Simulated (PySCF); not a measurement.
# Si2NH6F (SMILES F[SiH2]N[SiH3]): levels of theory compared

Wanted: a comparison of 5 runs (HF/STO-3G, HF/3-21G, HF/def2-SVP, B3LYP/def2-SVP, BLYP/aug-cc-pVDZ) of Si2NH6F. The job is set up through a Python script.

The calculation is run with PySCF 2.14.0.

## Step 1: The structure to begin with

Si2NH6F has 10 atoms, charge 0, and is taken as a singlet. As SMILES, `F[SiH2]N[SiH3]`. Geometry: relaxed at PBE0-D4/def2-TZVP. This is one conformer, not always the lowest.

Bond lengths: F1–Si2 1.602 Å, Si2–N3 1.706 Å, N3–Si4 1.733 Å, Si2–H5 1.480 Å, Si2–H6 1.478 Å, N3–H7 1.011 Å, Si4–H8 1.487 Å, Si4–H9 1.487 Å, Si4–H10 1.483 Å. Some angles: F1–Si2–N3 112.6°, Si2–N3–Si4 128.2°, F1–Si2–H5 106.0°, F1–Si2–H6 106.5°, N3–Si2–H5 109.3°, N3–Si2–H6 108.9°, Si2–N3–H7 115.6°, Si4–N3–H7 115.9°, N3–Si4–H8 110.9°, N3–Si4–H9 112.0°.

## Step 2: Energy and forces at HF/STO-3G (run 1)

Input file calc.py:

```python
from pyscf import gto, scf

molecule = gto.Mole()
molecule.atom = [
    ('F', (-1.561500, 0.994300, -1.776700)),
    ('Si', (-0.375000, 1.301800, -0.745900)),
    ('N', (0.514800, -0.094800, -0.335900)),
    ('Si', (0.194800, -1.236100, 0.928700)),
    ('H', (0.517200, 2.267200, -1.426700)),
    ('H', (-1.010100, 1.839400, 0.475900)),
    ('H', (1.264300, -0.336200, -0.970000)),
    ('H', (1.391500, -1.422100, 1.791600)),
    ('H', (-0.186300, -2.569800, 0.392000)),
    ('H', (-0.924400, -0.683300, 1.730300)),
]
molecule.spin = 0
molecule.verbose = 4
molecule.basis = 'sto-3g'
molecule.max_memory = 1860
molecule.build()

myscf = scf.RHF(molecule)
myscf.conv_tol = 1e-10
myscf.kernel()
if not myscf.converged:
    myscf = myscf.newton().run(myscf.mo_coeff, myscf.mo_occ)

e_tot = myscf.e_tot
print('Final energy', e_tot)
grad = myscf.nuc_grad_method().kernel()
myscf.analyze()
```

Started as:

```sh
OMP_NUM_THREADS=1 python calc.py
```

Standard output:

```text
PySCF version 2.14.0

[... 63 lines left out ...]
Final energy -726.5303924909556
[... 15 lines left out ...]
Two-electron Energy =                  512.484133479545108
[... 5 lines left out ...]
MO #2   energy= -67.9990725595681  occ= 2
[... 3 lines left out ...]
MO #6   energy= -5.97679103468872  occ= 2
[... 3 lines left out ...]
MO #10  energy= -4.0025564925406   occ= 2
[... 3 lines left out ...]
MO #14  energy= -1.04156215775979  occ= 2
[... 3 lines left out ...]
MO #18  energy= -0.488745191569551 occ= 2
[... 3 lines left out ...]
MO #22  energy= -0.419321952016321 occ= 2
[... 3 lines left out ...]
MO #26  energy= 0.457007111066532  occ= 0
[... 3 lines left out ...]
MO #30  energy= 0.546712556088643  occ= 0
[... 3 lines left out ...]
MO #34  energy= 0.7852230274366    occ= 0
[... 8 lines left out ...]
pop of  1 Si 2s           1.99990
pop of  1 Si 3s           1.04763
pop of  1 Si 2px          1.99919
pop of  1 Si 2py          1.99912
pop of  1 Si 2pz          1.99909
pop of  1 Si 3px          0.67941
pop of  1 Si 3py          0.70621
pop of  1 Si 3pz          0.72409
pop of  2 N 1s            1.99986
pop of  2 N 2s            1.34418
pop of  2 N 2px           1.41654
pop of  2 N 2py           1.39718
pop of  2 N 2pz           1.40302
pop of  3 Si 1s           2.00000
pop of  3 Si 2s           1.99984
pop of  3 Si 3s           1.07477
pop of  3 Si 2px          1.99896
pop of  3 Si 2py          1.99898
pop of  3 Si 2pz          1.99907
pop of  3 Si 3px          0.78003
pop of  3 Si 3py          0.73871
pop of  3 Si 3pz          0.71197
pop of  4 H 1s            1.16362
pop of  5 H 1s            1.16276
pop of  6 H 1s            0.90361
pop of  7 H 1s            1.15564
pop of  8 H 1s            1.15604
pop of  9 H 1s            1.15008
 ** Mulliken atomic charges  **
charge of    0F =     -0.29050
charge of    1Si =      0.84536
charge of    2N =     -0.56078
charge of    3Si =      0.69768
charge of    4H =     -0.16362
charge of    5H =     -0.16276
charge of    6H =      0.09639
charge of    7H =     -0.15564
charge of    8H =     -0.15604
charge of    9H =     -0.15008
Dipole moment(X, Y, Z, Debye):  1.04564, -0.10464,  0.44281
```

Wall time 5.4 s (1 thread of Intel Xeon at 2.50GHz (Skylake/Cascade Lake), shared host); peak memory 0.12 GiB.

## Step 3: Energy and gradient at HF/3-21G (run 2)

Input file input.py:

```python
from pyscf import gto, scf

mol = gto.M(
    atom='''
F   -1.561500   0.994300  -1.776700
Si  -0.375000   1.301800  -0.745900
N    0.514800  -0.094800  -0.335900
Si   0.194800  -1.236100   0.928700
H    0.517200   2.267200  -1.426700
H   -1.010100   1.839400   0.475900
H    1.264300  -0.336200  -0.970000
H    1.391500  -1.422100   1.791600
H   -0.186300  -2.569800   0.392000
H   -0.924400  -0.683300   1.730300
''',
    basis='3-21g',
    max_memory=1860,
    verbose=4,
    spin=0,
)

hf = scf.RHF(mol)
hf.conv_tol = 1e-10
hf.kernel()
if not hf.converged:
    hf = hf.newton().run(hf.mo_coeff, hf.mo_occ)

e_final = hf.e_tot
print('E(%s) = %.9f' % ('HF', e_final))
grad = hf.nuc_grad_method().kernel()
hf.analyze()
```

Started as:

```sh
OMP_NUM_THREADS=1 python input.py
```

Standard output:

```text
PySCF version 2.14.0

[... 79 lines left out ...]
Nuclear Repulsion Energy =             227.547223815542822
[... 7 lines left out ...]
MO #2   energy= -68.3235276625604  occ= 2
[... 5 lines left out ...]
MO #8   energy= -4.26393118470933  occ= 2
[... 5 lines left out ...]
MO #14  energy= -1.14584754599512  occ= 2
[... 5 lines left out ...]
MO #20  energy= -0.585047998059748 occ= 2
[... 5 lines left out ...]
MO #26  energy= 0.158159749738584  occ= 0
[... 5 lines left out ...]
MO #32  energy= 0.286735944578117  occ= 0
[... 5 lines left out ...]
MO #38  energy= 0.490752665033239  occ= 0
[... 5 lines left out ...]
MO #44  energy= 1.30471891031026   occ= 0
[... 5 lines left out ...]
MO #50  energy= 1.63041817465584   occ= 0
[... 5 lines left out ...]
MO #56  energy= 3.79930030210019   occ= 0
[... 30 lines left out ...]
pop of  2 N 3px           0.00915
pop of  2 N 3py           0.01038
pop of  2 N 3pz           0.00902
pop of  3 Si 1s           1.99999
pop of  3 Si 2s           1.99983
pop of  3 Si 3s           1.00998
pop of  3 Si 4s           0.00377
pop of  3 Si 2px          1.99982
pop of  3 Si 2py          1.99977
pop of  3 Si 2pz          1.99977
pop of  3 Si 3px          0.82308
pop of  3 Si 3py          0.73716
pop of  3 Si 3pz          0.68702
pop of  3 Si 4px          0.01389
pop of  3 Si 4py          0.01272
pop of  3 Si 4pz          0.01233
pop of  4 H 1s            1.14222
pop of  4 H 2s            0.00238
pop of  5 H 1s            1.14136
pop of  5 H 2s            0.00248
pop of  6 H 1s            0.76726
pop of  6 H 2s            0.00945
pop of  7 H 1s            1.12906
pop of  7 H 2s            0.00202
pop of  8 H 1s            1.12975
pop of  8 H 2s            0.00225
pop of  9 H 1s            1.11642
pop of  9 H 2s            0.00116
 ** Mulliken atomic charges  **
charge of    0F =     -0.49622
charge of    1Si =      1.07625
charge of    2N =     -0.83507
charge of    3Si =      0.70087
charge of    4H =     -0.14460
charge of    5H =     -0.14384
charge of    6H =      0.22329
charge of    7H =     -0.13109
charge of    8H =     -0.13200
charge of    9H =     -0.11759
Dipole moment(X, Y, Z, Debye):  1.95393, -0.25395,  0.64144
```

Wall time 5.4 s (1 thread of Intel Xeon at 2.50GHz (Skylake/Cascade Lake), shared host); peak memory 0.13 GiB.

Runs 3 to 4 aren't shown in full; the table further down has their settings and results.

## Step 4: Energy and gradient at BLYP/aug-cc-pVDZ (run 5)

Input file job.py:

```python
import pyscf.grad
from pyscf import gto, dft

mol = gto.Mole()
mol.atom = '''
F       -1.561500       0.994300      -1.776700
Si      -0.375000       1.301800      -0.745900
N        0.514800      -0.094800      -0.335900
Si       0.194800      -1.236100       0.928700
H        0.517200       2.267200      -1.426700
H       -1.010100       1.839400       0.475900
H        1.264300      -0.336200      -0.970000
H        1.391500      -1.422100       1.791600
H       -0.186300      -2.569800       0.392000
H       -0.924400      -0.683300       1.730300
'''
mol.basis = 'aug-cc-pvdz'
mol.max_memory = 1860
mol.verbose = 4
mol.build()

ks = dft.RKS(mol, xc='blyp')
ks.grids.level = 5
ks.conv_tol = 1e-10
ks.kernel()
if not ks.converged:
    ks = ks.newton().run(ks.mo_coeff, ks.mo_occ)

e_final = ks.e_tot
print('E = %.10f Eh' % e_final)
grad = ks.Gradients().kernel()
dip = ks.dip_moment()
pop, q = ks.mulliken_pop()
```

Started as:

```sh
OMP_NUM_THREADS=1 python job.py
```

Standard output:

```text
PySCF version 2.14.0

[... 82 lines left out ...]
converged SCF energy = -737.241788603191
[... 13 lines left out ...]
Dipole moment(X, Y, Z, Debye):  1.61234, -0.29467,  0.42268
[... 126 lines left out ...]
pop of  6 H 3py          -0.00301
pop of  6 H 3pz           0.00041
pop of  7 H 1s            0.76062
pop of  7 H 2s           -0.24658
pop of  7 H 3s            0.01583
pop of  7 H 2px           0.00572
pop of  7 H 2py           0.00106
pop of  7 H 2pz           0.00353
pop of  7 H 3px          -0.01939
pop of  7 H 3py           0.00719
pop of  7 H 3pz           0.00103
pop of  8 H 1s            0.76007
pop of  8 H 2s           -0.24980
pop of  8 H 3s            0.02010
pop of  8 H 2px           0.00155
pop of  8 H 2py           0.00709
pop of  8 H 2pz           0.00173
pop of  8 H 3px          -0.00053
pop of  8 H 3py           0.00041
pop of  8 H 3pz          -0.01402
pop of  9 H 1s            0.75930
pop of  9 H 2s           -0.19103
pop of  9 H 3s            0.01885
pop of  9 H 2px           0.00540
pop of  9 H 2py           0.00180
pop of  9 H 2pz           0.00332
pop of  9 H 3px          -0.00708
pop of  9 H 3py          -0.01158
pop of  9 H 3pz           0.00950
 ** Mulliken atomic charges  **
charge of    0F =     -0.57593
charge of    1Si =     -0.09651
charge of    2N =     -0.29167
charge of    3Si =     -1.11757
charge of    4H =      0.44526
charge of    5H =      0.44193
charge of    6H =     -0.16143
charge of    7H =      0.47099
charge of    8H =      0.47339
charge of    9H =      0.41153
```

Run time: 3.1 min. Hardware: 1 thread of Intel Xeon at 2.50GHz (Skylake/Cascade Lake), shared host; peak memory 1.8 GiB.

## Step 5: Overview of the runs

```
run             level  integration grid  energy (Eh)  dipole moment (D)  HOMO energy (eV)  LUMO energy (eV)  wall time
  1         HF/STO-3G                 –  -726.530392               1.14             -8.01             12.44      5.4 s
  2          HF/3-21G                 –  -731.431924               2.07            -11.17              4.30      5.4 s
  3       HF/def2-SVP                 –  -735.052088               1.93            -11.47              3.87       17 s
  4    B3LYP/def2-SVP                 5  -737.023769               1.72             -7.71              0.38       73 s
  5  BLYP/aug-cc-pVDZ                 5  -737.241789               1.69             -6.58             -1.01    3.1 min
```

## Step 6: What came out

| quantity | value |
| --- | --- |
| run 5: total energy | -737.24179 Eh |
| run 5: dipole moment | 1.69 D |
| run 5: HOMO energy | -6.58 eV |
| run 5: LUMO energy | -1.01 eV |
| run 5: HOMO–LUMO gap | 5.57 eV |
| run 5: largest force on an atom | 2.374 eV/Å |

In words: The dipole moment (its size) runs from 1.14 D (HF/STO-3G) to 2.07 D (HF/3-21G). The HOMO–LUMO gap runs from 5.57 eV (BLYP/aug-cc-pVDZ) to 20.44 eV (HF/STO-3G). The two ends differ in method and basis. Totals of different functionals can't be ranked against each other. In run 1 the basis is minimal, so the values are rough. All runs together took 4.8 min, the longest 3.1 min.
